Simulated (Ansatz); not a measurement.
# W3N4: the cost of one run

Computed with Ansatz 0.2.0 (DFT PBEsol+U (U_eff = 3 eV on W d), plane waves, PAW, no spin–orbit coupling unless a run says so, unless a step's input says otherwise).

**1. The system as given**

The structure is cubic, space group Pm-3m (No. 221). Conventional cell: a = 4.122 Å, b = 4.122 Å, c = 4.122 Å, α = 90.00°, β = 90.00°, γ = 90.00°. W (site symmetry 4/mmm) is surrounded by 6 N at 2.06 Å. N (site symmetry m-3m) has 6 W at 2.06 Å as nearest neighbours. N (site symmetry 4/mmm) has 4 W at 2.06 Å as nearest neighbours.

As a file:

```
CELL_PARAMETERS angstrom
4.12200 0.00000 0.00000
0.00000 4.12200 0.00000
0.00000 0.00000 4.12200
ATOMIC_POSITIONS crystal
W 0.50000 0.50000 0.00000
W 0.00000 0.50000 0.50000
W 0.50000 0.00000 0.50000
N 0.50000 0.50000 0.50000
N 0.50000 0.00000 0.00000
N 0.00000 0.50000 0.00000
N 0.00000 0.00000 0.50000
```

An earlier series on this cell reached its lowest free state from «antiferromagnetic start, free», perhaps among other starts (it ended without moments).

**2. Total moment locked, 5.40 μB per cell**

input.yaml

```yaml
crystal:
  lattice:
    - [4.12199953, 0.0, 0.0]
    - [0.0, 4.12199953, 0.0]
    - [0.0, 0.0, 4.12199953]
  atoms:
    - { symbol: W, position: [0.5, 0.5, 0.0], spin: 1.8 }
    - { symbol: W, position: [0.0, 0.5, 0.5], spin: 1.8 }
    - { symbol: W, position: [0.5, 0.0, 0.5], spin: 1.8 }
    - { symbol: "N", position: [0.5, 0.5, 0.5] }
    - { symbol: "N", position: [0.5, 0.0, 0.0] }
    - { symbol: "N", position: [0.0, 0.5, 0.0] }
    - { symbol: "N", position: [0.0, 0.0, 0.5] }
basis:
  ecutwfc: 420
  ecutrho_ratio: 4
kpoints:
  mp_grid: { grid: [5, 5, 5] }
hamiltonian:
  xc: pbesol
  hubbard:
    sites:
      - { site: 0, l: d, u_eff: 3.0, starting_ns: [{ spin: up, occupation_matrix: s0up }, { spin: down, occupation_matrix: s0down }] }
      - { site: 1, l: d, u_eff: 3.0, starting_ns: [{ spin: up, occupation_matrix: s1up }, { spin: down, occupation_matrix: s1down }] }
      - { site: 2, l: d, u_eff: 3.0, starting_ns: [{ spin: up, occupation_matrix: s2up }, { spin: down, occupation_matrix: s2down }] }
    occupation_matrices:
      s0up:
        matrix:
          - [0.02, 0.0, 0.0, 0.0, 0.0]
          - [0.0, 0.97, 0.0, 0.0, 0.0]
          - [0.0, 0.0, 0.97, 0.0, 0.0]
          - [0.0, 0.0, 0.0, 0.02, 0.0]
          - [0.0, 0.0, 0.0, 0.0, 0.02]
      s0down:
        matrix:
          - [0.02, 0.0, 0.0, 0.0, 0.0]
          - [0.0, 0.02, 0.0, 0.0, 0.0]
          - [0.0, 0.0, 0.02, 0.0, 0.0]
          - [0.0, 0.0, 0.0, 0.02, 0.0]
          - [0.0, 0.0, 0.0, 0.0, 0.02]
      s1up:
        matrix:
          - [0.02, 0.0, 0.0, 0.0, 0.0]
          - [0.0, 0.97, 0.0, 0.0, 0.0]
          - [0.0, 0.0, 0.02, 0.0, 0.0]
          - [0.0, 0.0, 0.0, 0.02, 0.0]
          - [0.0, 0.0, 0.0, 0.0, 0.97]
      s1down:
        matrix:
          - [0.02, 0.0, 0.0, 0.0, 0.0]
          - [0.0, 0.02, 0.0, 0.0, 0.0]
          - [0.0, 0.0, 0.02, 0.0, 0.0]
          - [0.0, 0.0, 0.0, 0.02, 0.0]
          - [0.0, 0.0, 0.0, 0.0, 0.02]
      s2up:
        matrix:
          - [0.02, 0.0, 0.0, 0.0, 0.0]
          - [0.0, 0.02, 0.0, 0.0, 0.0]
          - [0.0, 0.0, 0.97, 0.0, 0.0]
          - [0.0, 0.0, 0.0, 0.02, 0.0]
          - [0.0, 0.0, 0.0, 0.0, 0.97]
      s2down:
        matrix:
          - [0.02, 0.0, 0.0, 0.0, 0.0]
          - [0.0, 0.02, 0.0, 0.0, 0.0]
          - [0.0, 0.0, 0.02, 0.0, 0.0]
          - [0.0, 0.0, 0.0, 0.02, 0.0]
          - [0.0, 0.0, 0.0, 0.0, 0.02]
    ns_hold: { iters: 8 }
scf:
  occupations: { method: gaussian, width: 0.05 }
  lower_state_search: "off"
  max_iter: 150
output:
  forces: true
  stress: true
  eigenvalues: true
  populations: true
  hubbard: { sites: [{ site: 0, l: d }, { site: 1, l: d }, { site: 2, l: d }] }
magnetization:
  spin_polarized: true
  initial_magnetization: 5.4
  spin_locking: { lock_magnetization: hard }
```

The typed matrices put 0.97 on the chosen orbitals and 0.02 on the others, and are held for 8 cycles. The lock stays on to the end, so the result is a constrained state.

Run with:

```bash
$ ansatz run input.yaml --threads 4 --pin off --max-ram 6144MiB --backend cpu --events-out ev --progress --plain --runs-dir out
```

**Question.** How long does this run take on 4 threads of Arm Neoverse V1, shared host, and how much memory does it need?

About 3.8 s, with a peak of 0.41 GiB.
